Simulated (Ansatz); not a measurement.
# ZnS (Wurtzite-4H): a point defect seen from the nuclei (Sb on a Zn site), part 2 of 2

How do the nuclei near a point defect see it? The defect is Sb on a Zn site in ZnS (Wurtzite-4H) (cell charge 0), first unrelaxed. The cell is a supercell built from a structure deposited in the COD. Planned: a single point, then a relaxation.

Ansatz 0.2.0; DFT, PBE, plane-wave PAW, default files, scalar-relativistic. Earlier steps stand in the parts before.

### 3 Ions relaxed

Contents of input.yaml:

```yaml
crystal:
  lattice:
    - [7.6454, 0.0, 0.0]
    - [-3.8227, 6.621110622, 0.0]
    - [0.0, 0.0, 12.52]
  atoms:
    - { symbol: Zn, position: [0.0, 0.0, 0.0] }
    - { symbol: Zn, position: [0.0, 0.5, 0.0] }
    - { symbol: Zn, position: [0.5, 0.0, 0.0] }
    - { symbol: Zn, position: [0.5, 0.5, 0.0] }
    - { symbol: Zn, position: [0.0, 0.0, 0.5] }
    - { symbol: Zn, position: [0.0, 0.5, 0.5] }
    - { symbol: Zn, position: [0.5, 0.0, 0.5] }
    - { symbol: Zn, position: [0.5, 0.5, 0.5] }
    - { symbol: Sb, position: [0.1666666666, 0.3333333334, 0.25], spin: 1.0 }
    - { symbol: Zn, position: [0.1666666666, 0.8333333334, 0.25] }
    - { symbol: Zn, position: [0.6666666666, 0.3333333334, 0.25] }
    - { symbol: Zn, position: [0.6666666666, 0.8333333334, 0.25] }
    - { symbol: Zn, position: [0.3333333334, 0.1666666666, 0.75] }
    - { symbol: Zn, position: [0.3333333334, 0.6666666666, 0.75] }
    - { symbol: Zn, position: [0.8333333334, 0.1666666666, 0.75] }
    - { symbol: Zn, position: [0.8333333334, 0.6666666666, 0.75] }
    - { symbol: S, position: [0.0, 0.0, 0.1875] }
    - { symbol: S, position: [0.0, 0.5, 0.1875] }
    - { symbol: S, position: [0.5, 0.0, 0.1875] }
    - { symbol: S, position: [0.5, 0.5, 0.1875] }
    - { symbol: S, position: [0.0, 0.0, 0.6875] }
    - { symbol: S, position: [0.0, 0.5, 0.6875] }
    - { symbol: S, position: [0.5, 0.0, 0.6875] }
    - { symbol: S, position: [0.5, 0.5, 0.6875] }
    - { symbol: S, position: [0.1666666666, 0.3333333334, 0.4375] }
    - { symbol: S, position: [0.1666666666, 0.8333333334, 0.4375] }
    - { symbol: S, position: [0.6666666666, 0.3333333334, 0.4375] }
    - { symbol: S, position: [0.6666666666, 0.8333333334, 0.4375] }
    - { symbol: S, position: [0.3333333334, 0.1666666666, 0.9375] }
    - { symbol: S, position: [0.3333333334, 0.6666666666, 0.9375] }
    - { symbol: S, position: [0.8333333334, 0.1666666666, 0.9375] }
    - { symbol: S, position: [0.8333333334, 0.6666666666, 0.9375] }
magnetization:
  spin_polarized: true
kpoints:
  mp_grid: { grid: [3, 3, 2] }
scf:
  occupations: { method: fermi_dirac, width: 0.01 }
hamiltonian:
  xc: pbe
  pseudopotentials: { kind: paw }
output:
  forces: true
  stress: true
  populations: true
  efg:
    quadrupole_moments_barn: { Zn: 0.122, Sb: -0.543, S: -0.0694 }
    contact_densities: true
  write_density: true
  write_potential: true
  elf: true
  volumetric_format: npy
relax:
  f_tol: 0.03
  max_steps: 40
```

Started as:

```
$ ansatz run input.yaml --threads 4 --pin off --max-ram 8192MiB --backend cpu --events-out ev --progress --plain --runs-dir out
```

Log:

```text
[... 1 line left out ...]
Warning: RAYON_NUM_THREADS=4 ignored (pool sized by the plan → 4); use --threads N
Sb: output.efg is read without spin–orbit coupling, which moves field gradients at and beside such atoms by some per cent and up to a factor of two; PAW files take it under magnetization.noncollinear and magnetization.spin_orbit
Engine: ansatz 0.2.0, aarch64-unknown-linux-gnu
Pseudopotentials: kind: paw
Pseudopotential: Zn, paw, valence charge 12, recommended cutoff 420 eV (normal), Zn.paw.azcp
Pseudopotential: Sb, paw, valence charge 15, recommended cutoff 420 eV (normal), Sb.paw.azcp
Pseudopotential: S, paw, valence charge 6, recommended cutoff 420 eV (normal), S.paw.azcp
Functional definition: PBE
  parameter kappa = 0.804
  parameter beta = 0.06672455060314922
  exchange = pbe_x(kappa = kappa, mu = beta*pi^2/3)
  correlation = pbe_c(beta = beta)
Crystal: 32 atoms, lattice volume = 633.775 Å³
Basis set: ecut = 420 eV, 12419 PW (Γ), exchange–correlation on 108×108×180 points (8 copies of the dense FFT grid, shifted against one another)
Bands: 178, of which v1, the nominal top of the filled ones, is band 146 counted from 1 (145 counted from 0)
Symmetry: 6 space group operations
Space group: P3m1 (ITA 156), of the structure as read, at distance tolerance 8.6e-5 Å
Magnetic group: BNS 156.49 (UNI 1279), of the structure as read, at distance tolerance 8.6e-5 Å
k-points: 6 of 18 (time reversal used)
Non-local potential: Zn, projectors of the file, l = 0: 2, l = 1: 2, l = 2: 3, l = 3: 1
Non-local potential: Sb, projectors of the file, l = 0: 2, l = 1: 2, l = 2: 2, l = 3: 2
Non-local potential: S, projectors of the file, l = 0: 2, l = 1: 2, l = 2: 2
PAW form: soft (Blöchl's): semilocal exchange-correlation on the pseudo side does not see the compensation charge
PAW one-centre angular grid: Zn, 590 points (default); XC on 64 Gauss nodes
PAW one-centre angular grid: Sb, 590 points (default); XC on 64 Gauss nodes
PAW one-centre angular grid: S, 110 points (default); XC on 64 Gauss nodes
Initial density: superposition of atomic densities (chi_scale 0.1, normalization cell, long waves kept (reshape's long-wave potential 0.33 eV rms))
Starting moments: Σ|m| = 1 μB on 1 of 32 sites
Initial wavefunctions: pseudopotential atomic-orbital guess
Functional: x = pbe(κ = 0.804, μ = 0.2195149727645171), c = pbe(β = 0.06672455060314922)
SCF iter   1: F=—  HF=-70725.459987 eV  |F-HF|=—  |Δ(HF+E_count)|=         —  Δρ=2.42e-2 (↑2.42e-2 ↓2.24e-2)  dr2=1.31e1  dr2_m=7.63e-1  M=0.053 μB ∫|m|=0.110 μB  β_m=0.30  ethr=3.10e-3  ⟨swp⟩=6.0  Hψ=8957  notcnv=0  defer=115
preconditioner: auto → Resta (q_TF=auto, 2.396 Å⁻¹)  ε∞=6.1  [insulator: Δε(μ)=0.040 eV  Ē_g=11.000 eV  σ=0.010 eV  W_gap=0.70  n_scr=134 (ndim 8)  ℏωp=24.7 eV  f_vac=0.003  D(μ)=9.74/eV (n_scr^D=42)  ε∞_Penn≈6.1]
spin=Collinear: Resta preconditioning applied to the charge; magnetization (m = ρ↑ − ρ↓) channel mixes plain (no charge-response kernel on spin).
SCF iter   2: F=—  HF=-70723.677647 eV  |F-HF|=—  |Δ(HF+E_count)|=    1.78e0  Δρ=1.52e-2 (↑1.52e-2 ↓1.41e-2)  dr2=4.84e0  dr2_m=3.78e-1  M=0.167 μB ∫|m|=0.173 μB  β_m=0.30  ethr=3.10e-3  ⟨swp⟩=2.1  Hψ=2556  notcnv=0  defer=260
SCF iter   3: F=—  HF=-70722.732909 eV  |F-HF|=—  |Δ(HF+E_count)|=   9.45e-1  Δρ=7.22e-3 (↑7.09e-3 ↓7.22e-3)  dr2=4.48e-1  dr2_m=1.83e-1  M=0.253 μB ∫|m|=0.256 μB  β_m=0.30  ethr=1.66e-3  ⟨swp⟩=3.4  Hψ=2764  notcnv=0  defer=268
SCF iter   4: F=—  HF=-70722.726761 eV  |F-HF|=—  |Δ(HF+E_count)|=   6.15e-3  Δρ=4.52e-3 (↑4.18e-3 ↓4.52e-3)  dr2=1.16e-1  dr2_m=9.02e-2  M=0.313 μB ∫|m|=0.315 μB  β_m=0.30  ethr=1.54e-4  ⟨swp⟩=3.8  Hψ=4229  notcnv=0  defer=298
SCF iter   5: F=—  HF=-70722.753316 eV  |F-HF|=—  |Δ(HF+E_count)|=   2.66e-2  Δρ=2.96e-3 (↑2.96e-3 ↓2.94e-3)  dr2=1.67e-2  dr2_m=4.52e-2  M=0.294 μB ∫|m|=0.297 μB  β_m=0.30  ethr=3.97e-5  ⟨swp⟩=3.3  Hψ=3580  notcnv=0  defer=298
[... 74 lines left out ...]
  atom  15  Zn V_zz =    +0.500415   η = 0.8994   by run symmetry: allowed   C_q = +1.4762 MHz
            electrostatic potential = -3941.882802 V   contact ρ = 166603.785354 e/Å³   contact ρ_s (e/Å³): all electrons +0.017069, valence +0.017187
  atom  16  Zn V_zz =    -0.987293   η = 0.0000   by run symmetry: allowed   C_q = -2.9125 MHz
            electrostatic potential = -3942.060958 V   contact ρ = 166606.181927 e/Å³   contact ρ_s (e/Å³): all electrons +0.445929, valence +0.444035
  atom  17  S  V_zz =    -1.140073   η = 0.6509   by run symmetry: allowed   C_q = +1.9131 MHz
            electrostatic potential = -1633.473405 V   contact ρ = 19767.627539 e/Å³   contact ρ_s (e/Å³): all electrons +1.264739, valence +1.256590
  atom  18  S  V_zz =    -1.140073   η = 0.6509   by run symmetry: allowed   C_q = +1.9131 MHz
            electrostatic potential = -1633.473405 V   contact ρ = 19767.627539 e/Å³   contact ρ_s (e/Å³): all electrons +1.264739, valence +1.256590
  atom  19  S  V_zz =    +0.062544   η = 0.0000   by run symmetry: allowed   C_q = -0.1050 MHz
            electrostatic potential = -1633.263860 V   contact ρ = 19765.023310 e/Å³   contact ρ_s (e/Å³): all electrons +0.011278, valence +0.011522
  atom  20  S  V_zz =    -1.140073   η = 0.6509   by run symmetry: allowed   C_q = +1.9131 MHz
            electrostatic potential = -1633.473405 V   contact ρ = 19767.627539 e/Å³   contact ρ_s (e/Å³): all electrons +1.264739, valence +1.256590
  atom  21  S  V_zz =    -1.663574   η = 0.1086   by run symmetry: allowed   C_q = +2.7916 MHz
            electrostatic potential = -1633.430709 V   contact ρ = 19765.165278 e/Å³   contact ρ_s (e/Å³): all electrons +0.118674, valence +0.117883
  atom  22  S  V_zz =    -1.663574   η = 0.1086   by run symmetry: allowed   C_q = +2.7916 MHz
            electrostatic potential = -1633.430709 V   contact ρ = 19765.165279 e/Å³   contact ρ_s (e/Å³): all electrons +0.118674, valence +0.117883
  atom  23  S  V_zz =    +0.381886   η = 0.0000   by run symmetry: allowed   C_q = -0.6408 MHz
            electrostatic potential = -1633.290709 V   contact ρ = 19765.011553 e/Å³   contact ρ_s (e/Å³): all electrons +0.005683, valence +0.005580
  atom  24  S  V_zz =    -1.663574   η = 0.1086   by run symmetry: allowed   C_q = +2.7916 MHz
            electrostatic potential = -1633.430709 V   contact ρ = 19765.165279 e/Å³   contact ρ_s (e/Å³): all electrons +0.118674, valence +0.117883
  atom  25  S  V_zz =    -4.934829   η = 0.0000   by run symmetry: allowed   C_q = +8.2811 MHz
            electrostatic potential = -1633.711088 V   contact ρ = 19767.145117 e/Å³   contact ρ_s (e/Å³): all electrons +0.083983, valence +0.089186
  atom  26  S  V_zz =    +1.087662   η = 0.1410   by run symmetry: allowed   C_q = -1.8252 MHz
            electrostatic potential = -1633.177460 V   contact ρ = 19765.280705 e/Å³   contact ρ_s (e/Å³): all electrons +0.101218, valence +0.100213
  atom  27  S  V_zz =    +1.087662   η = 0.1410   by run symmetry: allowed   C_q = -1.8252 MHz
            electrostatic potential = -1633.177460 V   contact ρ = 19765.280705 e/Å³   contact ρ_s (e/Å³): all electrons +0.101218, valence +0.100213
  atom  28  S  V_zz =    +1.087662   η = 0.1410   by run symmetry: allowed   C_q = -1.8252 MHz
            electrostatic potential = -1633.177460 V   contact ρ = 19765.280705 e/Å³   contact ρ_s (e/Å³): all electrons +0.101218, valence +0.100213
  atom  29  S  V_zz =    -0.278023   η = 0.7337   by run symmetry: allowed   C_q = +0.4665 MHz
            electrostatic potential = -1633.357358 V   contact ρ = 19764.934409 e/Å³   contact ρ_s (e/Å³): all electrons +0.008645, valence +0.008873
  atom  30  S  V_zz =    -0.278023   η = 0.7337   by run symmetry: allowed   C_q = +0.4665 MHz
            electrostatic potential = -1633.357358 V   contact ρ = 19764.934409 e/Å³   contact ρ_s (e/Å³): all electrons +0.008645, valence +0.008873
  atom  31  S  V_zz =    -0.278023   η = 0.7337   by run symmetry: allowed   C_q = +0.4665 MHz
            electrostatic potential = -1633.357358 V   contact ρ = 19764.934409 e/Å³   contact ρ_s (e/Å³): all electrons +0.008645, valence +0.008873
  atom  32  S  V_zz =    -1.428187   η = 0.0000   by run symmetry: allowed   C_q = +2.3966 MHz
            electrostatic potential = -1633.556903 V   contact ρ = 19765.027441 e/Å³   contact ρ_s (e/Å³): all electrons +0.363859, valence +0.361745
--- Band table (eV; the first three rows and the last of 12) ---
[... 4 lines left out ...]
--- Relaxed structure (9 steps of the walk, 9 accepted, 0 SCFs on fresh bases) ---
  F+E_penalty+E_count = -70725.03784784 eV   max|allowed force component| = 1.265e-2 eV/Å
  atoms:
[... 32 lines left out ...]
--- Löwdin populations: 32 sites ---
  site symbol       q [e]    m [muB]
[... 32 lines left out ...]
  spilling = 0.010756 (of n_electrons = 291.000000)
```

Wall time 6.4 min (4 threads of Arm Neoverse V2, shared host); peak memory 3.2 GiB.

Relaxation path:

```tsv
step	energy change (eV)	largest force component (eV/Å)
1	0.0000	3.832
2	-1.8098	1.400
3	-2.1416	0.236
4	-2.1790	0.606
5	-2.2441	0.213
6	-2.2594	0.094
7	-2.2654	0.045
8	-2.2665	0.046
9	-2.2668	0.013
```

Largest displacement: 0.707 Å (atom 25, S); mean 0.110 Å.

The run ends with no gap over 0.1 eV on the mesh, largest force 0.013 eV/Å, pressure 3.6 GPa, net moment 1.00 μB.

What changed since step 2 (V_zz in 10²¹ V/m²; 10 of 16 rows, with the four largest changes of size):

```tsv
site	atoms	V_zz, PBE	V_zz, PBE relaxed	η, PBE	η, PBE relaxed	m, PBE (μB)	m, PBE relaxed (μB)
Sb	9	2.20	16.05	0.00	0.00	0.03	0.21
S17	17, 18, 20	1.33	-1.14	0.26	0.65	0.01	0.03
S25	25	0.92	-4.93	0.00	0.00	0.02	0.02
Zn10	10, 11, 12	1.20	-1.16	0.45	0.69	0.00	0.00
Zn1	1, 2, 4	1.23	0.93	0.32	0.74	0.00	0.00
Zn5	5, 6, 8	0.81	-2.16	0.47	0.73	0.00	0.00
S19	19	-0.39	0.063	0.00	0.00	0.00	0.00
S26	26, 27, 28	-0.46	1.09	0.39	0.14	0.00	0.00
S29	29, 30, 31	0.31	-0.28	0.16	0.73	0.00	0.00
S21	21, 22, 24	0.38	-1.66	0.39	0.11	0.00	0.00
```

Site by site (atoms counted from 1): 11 of 16, those nearest the defect, the farthest of each element and the two largest gradients.

```tsv
site	atoms	distance from the defect (Å)	V_zz (10²¹ V/m²)	η	C_Q (MHz)	m (μB)	A_iso (MHz)
Sb	9	0.00	16.05	0.00	-211 (¹²¹Sb)	0.21	-469.3 (¹²¹Sb)
S25	25	2.62	-4.93	0.00	8.28 (³³S)	0.02	4.3 (³³S)
S17	17, 18, 20	2.69	-1.14	0.65	1.91 (³³S)	0.03	64.4 (³³S)
Zn5	5, 6, 8	3.61	-2.16	0.73	-6.38 (⁶⁷Zn)	0.00	15.5 (⁶⁷Zn)
Zn10	10, 11, 12	3.85	-1.16	0.69	-3.41 (⁶⁷Zn)	0.00	5.3 (⁶⁷Zn)
S26	26, 27, 28	4.25	1.09	0.14	-1.83 (³³S)	0.00	5.2 (³³S)
Zn1	1, 2, 4	4.29	0.93	0.74	2.76 (⁶⁷Zn)	0.00	10.7 (⁶⁷Zn)
S19	19	4.58	0.063	0.00	-0.105 (³³S)	0.00	0.6 (³³S)
S29	29, 30, 31	4.92	-0.28	0.73	0.467 (³³S)	0.00	0.4 (³³S)
S23	23	6.65	0.38	0.00	-0.641 (³³S)	0.00	0.3 (³³S)
Zn16	16	7.36	-0.99	0.00	-2.91 (⁶⁷Zn)	0.00	18.5 (⁶⁷Zn)
```

A_iso = (2μ₀/3) g_e μB g_N μN ρ_s(0)/(2S h), from the all-electron spin density at the nucleus.

Direction of the V_zz axis (Cartesian unit vector):

```tsv
site	atom	x	y	z
Zn1	1	0.00	0.27	0.96
Zn3	3	0.00	0.00	1.00
Zn5	5	0.00	0.63	0.78
Zn7	7	0.00	0.00	1.00
Sb	9	0.00	0.00	1.00
Zn10	10	0.76	0.44	0.47
Zn13	13	0.71	-0.41	0.58
Zn16	16	0.00	0.00	1.00
S17	17	0.00	0.93	-0.36
S19	19	0.00	0.00	1.00
```

The sizes of the gradients above 0.15 moved by over a factor of two in the median, over a factor of two at the site that moves most (small gradients counted from 0.15; S32, 0.17 to -1.43), with a change of sign at S17, S25, Zn10 and others.

### 4 What came out

The summary covers parts 1 to 2.

| quantity | value |
| --- | --- |
| state (step 3) | no gap over 0.1 eV on the mesh, largest force 0.013 eV/Å, pressure 3.6 GPa, net moment 1.00 μB |
| V_zz by site, step 3 (10²¹ V/m²) | Sb 16.05, S25 -4.93, S17 -1.14, Zn5 -2.16, Zn10 -1.16, S26 1.09, Zn1 0.93, S19 0.063, … |
| largest C_Q in size, step 3 | 211 MHz, ¹²¹Sb at Sb |
| step 3 (ions relaxed) against step 2 | over a factor of two in the median, over a factor of two at the site that moves most (small gradients counted from 0.15; S32, 0.17 to -1.43), with a change of sign at S17, S25, Zn10 and others |

Site Sb (4 S at 2.62–2.69 Å) carries the largest gradient. The cell carries 1 unpaired electron. The relaxation kept the symmetry P3m1, so a distorted place of lower energy may have been missed. With states at the Fermi level, this mesh doesn't settle the gradients near the defect. Relaxing moved atoms by up to 0.71 Å and single gradients by over a factor of two in size at the worst site (over a factor of two in the median) (gradients over 0.15 counted), though the net moment changed too. The defect repeats with the cell of 32 atoms, so it feels its images: sites between two images don't show the values beside a lone defect, and zeros or small values of η there can come from the images' arrangement. S and Zn carry a gradient in the pure host already, so the values there aren't the defect's effect alone. The relaxation keeps the site symmetry 3m of the start, so the impurity can move only along its axis; a distortion that would localise the carrier isn't explored. The defect cell has no gap above 0.1 eV on its mesh, so the values hang on the smearing and the k-mesh. In separate tests V_zz from these PAW files lay typically within 2 to 3 % of all-electron values, with misses above 10 % on Sb. The program warns that gradients near heavy atoms lack spin–orbit coupling.
